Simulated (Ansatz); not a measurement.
# BrH₆NSi₃: small, medium and large basis sets

How large a basis does BrH₆NSi₃ need? Two functionals are run in growing sets.

Program: Ansatz 0.2.0, Gaussian basis. Level of theory: one geometry, several basis sets. These are calculated values, not measurements.

Levels to be run: PBE0-D4/def2-SVP; ωB97M-V/def2-SVP; PBE0-D4/def2-QZVPP; ωB97M-V/def2-QZVPP; the functionals' def2-TZVPP values are taken from earlier runs.

## Step 1: Structure used throughout

All runs share one geometry, relaxed beforehand with PBE0-D4 in a triple-zeta def2 set.

SMILES `[SiH3]N([SiH3])[Si]Br`, 11 atoms, charge 0, spin multiplicity 1.

Atoms are counted from 1 here; the program's logs count them from 0.

Bond lengths: Si1–N2 1.757 Å, Si1–H6 1.484 Å, Si1–H7 1.484 Å, Si1–H8 1.486 Å, N2–Si3 1.763 Å, N2–Si4 1.722 Å, Si3–H9 1.480 Å, Si3–H10 1.490 Å, Si3–H11 1.480 Å, Si4–Br5 2.289 Å. Angles: N2–Si1–H6 110.4°, N2–Si1–H7 110.4°, N2–Si1–H8 107.1°, H6–Si1–H7 109.1°, H6–Si1–H8 110.0°, H7–Si1–H8 109.9°, Si1–N2–Si3 116.3°, Si1–N2–Si4 116.6°, Si3–N2–Si4 127.2°, N2–Si3–H9 111.3°, N2–Si3–H10 105.2°, N2–Si3–H11 111.3°, H9–Si3–H10 108.9°, H9–Si3–H11 111.1°, H10–Si3–H11 108.9°, N2–Si4–Br5 100.7°.

## Step 2: PBE0-D4 in def2-SVP

Contents of in.yaml:

```yaml
crystal:
  periodic: [false, false, false]
  atoms:
    - {symbol: Si, position_ang: [1.295712, 1.134084, 0.010608]}
    - {symbol: N, position_ang: [-0.071204, 0.134038, -0.455494]}
    - {symbol: Si, position_ang: [-0.686328, -0.968544, 0.774824]}
    - {symbol: Si, position_ang: [-0.662249, 0.336676, -2.060091]}
    - {symbol: Br, position_ang: [-2.378094, -1.178065, -2.077144]}
    - {symbol: H, position_ang: [0.934183, 1.999373, 1.160858]}
    - {symbol: H, position_ang: [2.453048, 0.284218, 0.385789]}
    - {symbol: H, position_ang: [1.643008, 1.973058, -1.165501]}
    - {symbol: H, position_ang: [-2.087312, -0.649978, 1.130933]}
    - {symbol: H, position_ang: [0.177019, -0.742252, 1.967668]}
    - {symbol: H, position_ang: [-0.552382, -2.379607, 0.348151]}
basis:
  gaussian: {orbitals: def2-SVP}
hamiltonian: {xc: pbe0, dispersion: d4}
output: {orbitals: {seedname: orbitals}}
```

The runs that follow: ωB97M-V in def2-SVP; PBE0-D4 in def2-QZVPP; ωB97M-V in def2-QZVPP.

Q: Predict the results of all the runs planned. Wanted: PBE0-D4: double and triple zeta above quadruple; ωB97M-V: double and triple zeta above quadruple.

The runs gave:

| quantity | value |
| --- | --- |
| PBE0-D4: double and triple zeta above quadruple | 21.06, 2.33 eV |
| ωB97M-V: double and triple zeta above quadruple | 21.02, 2.21 eV |

What this shows: For PBE0-D4 the step from double to triple zeta gains 18.73 eV and the next only 2.33 eV. These are total energies; as a rule much of such shifts cancels in differences, which this series doesn't test.
